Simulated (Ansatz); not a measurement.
C3H9FSi, SMILES CC(C)[SiH2]F, a single point from an input written key by key

Computed with the Python package of Ansatz (0.2.0).

At the Python prompt:
```pycon
>>> import ansatz as az
>>> DECK = """
... crystal:
...   periodic: [false, false, false]
...   atoms:
...     - { symbol: C, position_ang: [0.3634, 0.4505, -1.3921] }
...     - { symbol: C, position_ang: [-0.3294, 0.2903, -0.0254] }
...     - { symbol: C, position_ang: [-1.2041, -0.9854, -0.0452] }
...     - { symbol: Si, position_ang: [1.0115, 0.3524, 1.392] }
...     - { symbol: F, position_ang: [1.9597, -0.8851, 1.1657] }
...     - { symbol: H, position_ang: [0.8718, 1.454, -1.4514] }
...     - { symbol: H, position_ang: [1.037, -0.314, -1.6443] }
...     - { symbol: H, position_ang: [-0.4133, 0.5442, -2.1925] }
...     - { symbol: H, position_ang: [-1.0019, 1.1535, 0.1918] }
...     - { symbol: H, position_ang: [-0.5522, -1.8753, -0.1799] }
...     - { symbol: H, position_ang: [-1.7061, -1.1225, 0.9423] }
...     - { symbol: H, position_ang: [-1.9097, -0.938, -0.805] }
...     - { symbol: H, position_ang: [0.1979, 0.2117, 2.6852] }
...     - { symbol: H, position_ang: [1.6625, 1.6344, 1.3874] }
... basis:
...   gaussian: { orbitals: def2-SVP, nuclear_model: point }
... hamiltonian:
...   xc: { name: BHLYP }
... """
>>> session = az.Session.from_yaml(DECK)
>>> rep = session.plan(threads=1).execute().report

>>> print("reference energy %16.6f eV" % rep["reference_energy_ev"])
reference energy    -13843.601499 eV
>>> print("total energy     %16.6f eV" % rep["free_energy_ev"])
total energy        -13843.601499 eV
>>> print("occupied orbitals outside the frozen core (up, down):", rep["n_occupied"], " frozen:", rep["n_frozen"], " virtual:", rep["n_virtual"])
occupied orbitals outside the frozen core (up, down): [25, 25]  frozen: 0  virtual: [94, 94]
>>> symbols = ["C", "C", "C", "Si", "F", "H", "H", "H", "H", "H", "H", "H", "H", "H"]
>>> field = rep["mean_field"]
>>> print("<S^2> =", round(abs(field["state"]["spin_squared"]), 4), " all-electron relativity setting:", field["relativity"])
<S^2> = 0.0  all-electron relativity setting: none
>>> print("passes:", field["passes"])
passes: {'evaluations': 15, 'products': 11}
>>> if "symmetry" in field:
...     print("occupied orbitals by irrep:", field["symmetry"]["occupied"])
...
occupied orbitals by irrep: [{'A': 25}, {'A': 25}]
```

What to keep in mind:
- The settings weren't tested for convergence.
- The geometry is a force-field or estimated start, not a minimum of this method, and the basis set is short of its limit.
- Hardware and time: 3.6 s on 1 thread of Arm Neoverse V2, on a shared host, peak memory 0.28 GiB.

(Lines on the test bed's own set-up are left out of the output.)
